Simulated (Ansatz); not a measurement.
# CH5As: the cost of one run

All numbers below are computed with Ansatz 0.2.0 (RKS r2SCAN-D4/def2-TZVP).

## 1. The system as given

Bond lengths: C1–As2 1.975 Å, C1–H3 1.077 Å, C1–H4 1.119 Å, C1–H5 1.173 Å, As2–H6 1.566 Å, As2–H7 1.559 Å. Angles: C1–As2–H6 94.3°, C1–As2–H7 94.1°, H6–As2–H7 93.4°, As2–C1–H3 111.2°, As2–C1–H4 107.8°, As2–C1–H5 106.8°, H3–C1–H4 115.8°, H3–C1–H5 105.7°, H4–C1–H5 109.2°.

Coordinates:

```xyz
7

C    -0.0136   -0.7793   -0.2234
As    0.7436    0.8114    0.6704
H    -0.2983   -1.5308    0.4943
H     0.7115   -1.1071   -1.0098
H    -1.0110   -0.4364   -0.7363
H    -0.6142    1.2344    1.3250
H     0.5432    1.7398   -0.5658
```

## 2. Relaxing end A

The input, input.yaml:

```yaml
crystal:
  periodic: [false, false, false]
  atoms:
    - { symbol: C, position_ang: [-0.0136, -0.7793, -0.2234] }
    - { symbol: As, position_ang: [0.7436, 0.8114, 0.6704] }
    - { symbol: H, position_ang: [-0.2983, -1.5308, 0.4943] }
    - { symbol: H, position_ang: [0.7115, -1.1071, -1.0098] }
    - { symbol: H, position_ang: [-1.011, -0.4364, -0.7363] }
    - { symbol: H, position_ang: [-0.6142, 1.2344, 1.325] }
    - { symbol: H, position_ang: [0.5432, 1.7398, -0.5658] }
basis:
  gaussian: { orbitals: def2-TZVP }
hamiltonian:
  xc: r2scan
  dispersion: d4
relax:
  f_tol: 0.02
  max_steps: 50
output:
  orbitals: {}
```

The run is started by

```sh
ansatz run input.yaml --threads 2 --pin off --max-ram 3072MiB --backend cpu --events-out ev --progress --plain --runs-dir out
```

Q: Estimate wall time and peak memory on 2 threads of AMD EPYC 9R45 (Zen 5), shared host.

About 4.5 s, with a peak of 0.2 GiB.
